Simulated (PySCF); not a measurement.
# How the numerical set-up moves the result for PbO

Which parts of the numerical set-up matter for PbO? Each run edits the base script.

The runs use PySCF 2.14.0; method and basis as typed in the scripts.

2 further runs of the same task are left out: 1 for a known fault of the program, 1 that didn't finish.

## Step 1: Starting geometry

PbO: 2 atoms, charge 0, spin multiplicity 1.

Bond lengths: Pb1–O2 1.995 Å.

## Step 2: The base run

Contents of input.py:

```python
from pyscf import gto, scf, mp

mol = gto.M(
    atom='Pb 0 0 0; O 0 0 1.995',
    basis='sbkjc',
    ecp={'Pb': 'sbkjc', 'O': 'sbkjc'},
    charge=0,
    spin=0,
    verbose=4,
)
mf = scf.RHF(mol)
mf.kernel()
mp.MP2(mf).kernel()
mf.dip_moment()
print('orbital energies (hartree):', mf.mo_energy[..., max(0, mol.nelec[1]-3):mol.nelec[0]+3].round(4))
```

On the command line:

```
python input.py
```

Its log is not repeated here.

It gives: E(SCF) = -18.992168 Eh, 10 cycles, E(MP2) − E(SCF) = -0.21270 Eh, μ = 6.70 D (of the SCF density).

The bond length is a typed value, not an optimised one.

## Step 3: Density fitting def2-universal-jkfit

Edit 1 changes density fitting: none → def2-universal-jkfit.

Contents of input.py:

```python
from pyscf import gto, scf, mp

mol = gto.M(
    atom='Pb 0 0 0; O 0 0 1.995',
    basis='sbkjc',
    ecp={'Pb': 'sbkjc', 'O': 'sbkjc'},
    charge=0,
    spin=0,
    verbose=4,
)
mf = scf.RHF(mol)
mf = mf.density_fit(auxbasis='def2-universal-jkfit')
mf.kernel()
mp.MP2(mf).kernel()
mf.dip_moment()
print('orbital energies (hartree):', mf.mo_energy[..., max(0, mol.nelec[1]-3):mol.nelec[0]+3].round(4))
```

On the command line:

```
python input.py
```

## Step 4: Def2-svpd

Edit 2 changes basis set: sbkjc → def2-svpd. The core potential changes with it: totals don't compare.

Changes to input.py since step 2:

```diff
@@ -4,4 +4,4 @@
     atom='Pb 0 0 0; O 0 0 1.995',
-    basis='sbkjc',
-    ecp={'Pb': 'sbkjc', 'O': 'sbkjc'},
+    basis='def2-svpd',
+    ecp={'Pb': 'def2-svpd'},
     charge=0,
```

## Step 5: Density fitting weigend

Edit 3 changes density fitting: none → weigend.

Changes to input.py since step 2:

```diff
@@ -11,2 +11,3 @@
 mf = scf.RHF(mol)
+mf = mf.density_fit(auxbasis='weigend')
 mf.kernel()
```

What does the calculation give? Wanted: for each run, E(SCF); from base; gap; SCF dipole; after the SCF.

**Answer**, as computed:

```csv
run,E(SCF) (hartree),from base (eV),cycles,gap (eV),SCF dipole (D),functions,after the SCF
base,-18.992168,0,10,9.63,6.70,16,MP2 correlation -5.788 eV
density fitting def2-universal-jkfit,-18.992154,not comparable,10,9.63,6.70,16,MP2 correlation -5.788 eV
def2-svpd,-266.578042,not comparable,11,9.97,6.76,55,MP2 correlation -9.741 eV
density fitting weigend,-18.991898,not comparable,10,9.63,6.70,16,MP2 correlation -5.783 eV
```

What this shows: Rows marked «poor choice» come from settings spoiled on purpose.
